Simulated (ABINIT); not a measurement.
The system is LiY3.

```
CELL_PARAMETERS angstrom
0.00000 3.89985 3.89985
3.89985 0.00000 3.89985
3.89985 3.89985 0.00000
ATOMIC_POSITIONS crystal
Y 0.50000 0.50000 0.50000
Y 0.75000 0.75000 0.75000
Y 0.25000 0.25000 0.25000
Li 0.00000 0.00000 0.00000
```

The cell comes from a database or a generator and needn't be the stable form of this composition.

| Item | Value |
| --- | --- |
| Program | ABINIT 10.8.3 (patched build) |
| Task | single point |
| Functional | PBE |
| Potentials or basis | JTH PAW PBE v2.0 |
| Cutoff | 435 eV |
| k mesh | 6 × 6 × 6 |
| Occupations | fermi-dirac, width 0.05 eV |
| Spin | no spin polarisation |

On this cell: pressure -0.1 GPa; largest force zero by symmetry; band gap on the k mesh none (metal or under the smearing width).

The same run follows on a disturbed copy (atoms moved at random, drawn with an rms of 0.05 Å):

```
Y Li
1.0
     0.00000    3.89985    3.89985
     3.89985    0.00000    3.89985
     3.89985    3.89985    0.00000
Y Li
3 1
Direct
  0.49721 0.50498 0.49639
  0.75451 0.75445 0.74265
  0.24629 0.24196 0.25742
  0.00572 0.99964 0.98730
```

Question: What does the disturbed cell give?

Answer: The energy (extrapolated to zero smearing) moves by +2.9 meV/atom; pressure 0.0 GPa; largest force 0.234 eV/Å; band gap on the k mesh none (metal or under the smearing width).

Forces in eV/Å, atoms in the order of the input:
```
Y   -0.037  0.095 -0.052
Y   -0.002 -0.028 -0.097
Y   -0.034 -0.124  0.196
Li   0.073  0.057 -0.047
```

Stress tensor (GPa, compression positive):
```
-0.05 -0.22  0.06
-0.22 -0.05  0.00
 0.06  0.00 -0.01
```
